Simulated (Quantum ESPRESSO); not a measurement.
A run of Quantum ESPRESSO 7.5 is set up as follows.

pw.in

```
&CONTROL
  calculation = 'scf'
  prefix = 'pwscf'
  outdir = './tmp'
  pseudo_dir = './pseudo'
  tprnfor = .true.
  tstress = .true.
  disk_io = 'nowf'
/
&SYSTEM
  ibrav = 0
  nat = 3
  ntyp = 2
  ecutwfc = 96
  nbnd = 19
  occupations = 'smearing'
  smearing = 'mp'
  degauss = 0.00734986
/
&ELECTRONS
  conv_thr = 6d-10
  electron_maxstep = 120
  mixing_beta = 0.5
/
ATOMIC_SPECIES
Co    58.9332 Co.upf
Si    28.0850 Si.upf
CELL_PARAMETERS angstrom
   0.0000000000    2.6503636500    2.6503636500
   2.6503636500    0.0000000000    2.6503636500
   2.6503636500    2.6503636500    0.0000000000
ATOMIC_POSITIONS crystal
Co     0.0000000000    0.0000000000    0.0000000000
Si     0.2500000000    0.2500000000    0.2500000000
Si     0.7500000000    0.7500000000    0.7500000000
K_POINTS automatic
16 16 16 0 0 0
```

Potentials or basis: PseudoDojo 0.4.1 SR PBEsol standard.

Run with:

```console
$ OMP_NUM_THREADS=1 pw.x -in pw.in > pw.out
```

**Question.** Estimate the band gap on the k mesh.

**Answer.** None (metal or under the smearing width).

**Question.** What does it give for the pressure?

**Answer.** 1.2 GPa.

Spin polarisation is off, so any magnetic state and its effect on volume and gap are missing.
